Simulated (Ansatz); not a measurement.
BrF2GeH2N, SMILES [NH2][Ge]([F])([F])[Br], vertical spin-state energies

Run with Ansatz 0.2.0, Python API.

The script, `brf2geh2n_spin.py`:
```python
"""Vertical spin-state energies of BrF2GeH2N."""

from dataclasses import dataclass
import warnings

import ansatz


@dataclass(frozen=True)
class Settings:
    basis: str = "def2-TZVP"
    functional: str = "hf"


settings = Settings()

warnings.simplefilter("ignore", ansatz.DeckWarning)

system = (
    ansatz.Crystal.molecule()
    .atom("N", (-0.4118, 0.5048, 1.0676))
    .atom("Ge", (0.2569, -0.5301, -0.2854))
    .atom("F", (1.8796, -0.9516, 0.1184))
    .atom("F", (-0.6255, -1.9785, -0.4436))
    .atom("Br", (0.2457, 0.6237, -2.3214))
    .atom("H", (0.1081, 1.4415, 1.074))
    .atom("H", (-1.3918, 0.8222, 0.7447))
)

calc = (
    system.calculation()
    .basis(gaussian=settings.basis)
    .functional(settings.functional)
)
found = {}
for unpaired in [0, 2]:
    summary = calc.spin("collinear", total=unpaired).run().report
    s = unpaired / 2
    found[unpaired] = summary["free_energy_ev"]
    print(f"2S+1 = {unpaired + 1}: E = {found[unpaired]:.5f} eV, <S^2> = {abs(summary['mean_field']['state']['spin_squared']):.3f} (pure state {s * (s + 1):.2f})")
lowest = min(found, key=found.get)
for unpaired, e in found.items():
    print(f"multiplicity {unpaired + 1}: {96.485332 * (e - found[lowest]):.1f} kJ/mol above the lowest")
```

`python brf2geh2n_spin.py` gives:
```text
2S+1 = 1: E = -133404.67583 eV, <S^2> = 0.000 (pure state 0.00)
2S+1 = 3: E = -133398.89937 eV, <S^2> = 2.024 (pure state 2.00)
multiplicity 1: 0.0 kJ/mol above the lowest
multiplicity 3: 557.3 kJ/mol above the lowest
```

In order: multiplicity 1 (+0.00 eV) and multiplicity 3 (+5.78 eV), all at the one geometry.

Notes:
- Total energies depend on the basis set; only differences at equal settings carry meaning.
- The geometry is a force-field or estimated start, not a minimum of this method, and the basis set is short of its limit. All parts are taken at fixed geometry, without zero-point energy.
- Hartree-Fock leaves correlation out, so it favours high-spin states too much.
- Wall time of the script: 3.1 min on 1 thread of Intel(R) Xeon(R) Processor @ 2.30GHz (shared host), peak memory 1.3 GiB.
